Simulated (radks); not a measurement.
# Numerical settings for Ir

How sensitive is the result for neutral iridium to mesh, mixing and thresholds? A default run comes first. The defaults are a mesh step of 0.008 in ln r, a mesh end at 40 bohr or more, Anderson mixing 0.5 over 9 steps and a tight residual threshold, with the energy settled to 1e-9 hartree as well; every run has a cap on iterations.

The numbers are computed with radks (a radial shooting solver on a logarithmic mesh, Libxc functionals) version 1 (Dirac Kohn-Sham, PBE, spin-unpolarised, spherical densities, point nucleus; open shells fill j = l - 1/2 first), except any that are marked as measured or tabulated.

### Step 1. Starting point

* element: iridium (Z = 77)
* charge: 0
* electrons: 77
* configuration: [Xe] 4f14 5d7 6s2

### Step 2. Default settings

Settings of this run:

```text
Z 77
configuration [Xe] 4f14 5d7 6s2
relativity Dirac
functional pbe,pbe
spin unpolarised
j_filling energy
nucleus point
c 137.035999084
max_iterations 51
```

On the command line:

```
python run_ks.py task.json out
```

All runs below come from this command, one after another.

### Step 3. Mesh step in ln r 0.02

Changes since step 2:

```diff
@@ -8,2 +8,3 @@
 c 137.035999084
+mesh_step 0.02
 max_iterations 51
```

### Step 4. Mesh step in ln r 0.012

Changes since step 3:

```diff
@@ -8,3 +8,3 @@
 c 137.035999084
-mesh_step 0.02
+mesh_step 0.012
 max_iterations 51
```

### Step 5. Mesh step in ln r 0.05

Changes since step 4:

```diff
@@ -8,3 +8,3 @@
 c 137.035999084
-mesh_step 0.012
+mesh_step 0.05
 max_iterations 51
```

### Step 6. Mesh end (bohr) 20

Changes since step 5:

```diff
@@ -8,3 +8,3 @@
 c 137.035999084
-mesh_step 0.05
+mesh_end 20
 max_iterations 51
```

### Step 7. Mesh end (bohr) 5

Changes since step 6:

```diff
@@ -8,3 +8,3 @@
 c 137.035999084
-mesh_end 20
+mesh_end 5
 max_iterations 51
```

### Step 8. Residual threshold 0.1

Changes since step 7:

```diff
@@ -8,3 +8,3 @@
 c 137.035999084
-mesh_end 5
+threshold 0.1
 max_iterations 51
```

### Step 9. Residual threshold 1e-13

Changes since step 8:

```diff
@@ -8,3 +8,3 @@
 c 137.035999084
-threshold 0.1
+threshold 1e-13
 max_iterations 51
```

### Step 10. Mixing 0.2

Changes since step 9:

```diff
@@ -8,3 +8,3 @@
 c 137.035999084
-threshold 1e-13
+mixing 0.2
 max_iterations 51
```

### Step 11. Mixing history 1, mixing 1

Changes since step 10:

```diff
@@ -8,3 +8,4 @@
 c 137.035999084
-mixing 0.2
+history 1
+mixing 1
 max_iterations 51
```

### Step 12. Mixing history 1, mixing 0.05

Changes since step 11:

```diff
@@ -9,3 +9,3 @@
 history 1
-mixing 1
+mixing 0.05
 max_iterations 51
```

### Step 13. Mixing history 2

Changes since step 12:

```diff
@@ -8,4 +8,3 @@
 c 137.035999084
-history 1
-mixing 0.05
+history 2
 max_iterations 51
```

### Step 14. Iteration cap 2

Changes since step 13:

```diff
@@ -8,3 +8,2 @@
 c 137.035999084
-history 2
-max_iterations 51
+max_iterations 2
```

Q: Predict the outcome of this session. Wanted: for each run, setting; iterations; converged; change of E.

**Answer**, as computed:

```
                      setting  mesh points  iterations  converged  change of E (mhartree)    time
             Default settings         2728          15        yes                       0  0.25 s
       mesh step in ln r 0.02         1092          15        yes              +0.0004123  0.12 s
      mesh step in ln r 0.012         1819          15        yes                       0  0.18 s
       mesh step in ln r 0.05          437          15        yes                +0.05855  0.06 s
           mesh end (bohr) 20         2390          15        yes                       0  0.24 s
            mesh end (bohr) 5         2216          14        yes                  +111.3  0.22 s
       residual threshold 0.1         2728          10        yes                       0   0.2 s
     residual threshold 1e-13         2728          21        yes                       0  0.31 s
                   mixing 0.2         2728          18        yes                       0   0.3 s
   mixing history 1, mixing 1         2728          51         no                       -   3.1 s
mixing history 1, mixing 0.05         2728          51         no                       -  0.71 s
             mixing history 2         2728          24        yes                       0  0.34 s
              iteration cap 2         2728           2         no                       -  0.05 s
```

What this shows: A zero stands for a change under the printed digits. Converged yet off by more than 1 mhartree: mesh end (bohr) 5. Convergence of the cycle says nothing about the mesh. Not converged or rejected: mixing history 1, mixing 1; mixing history 1, mixing 0.05; iteration cap 2. A mesh that ends early acts as a hard wall.
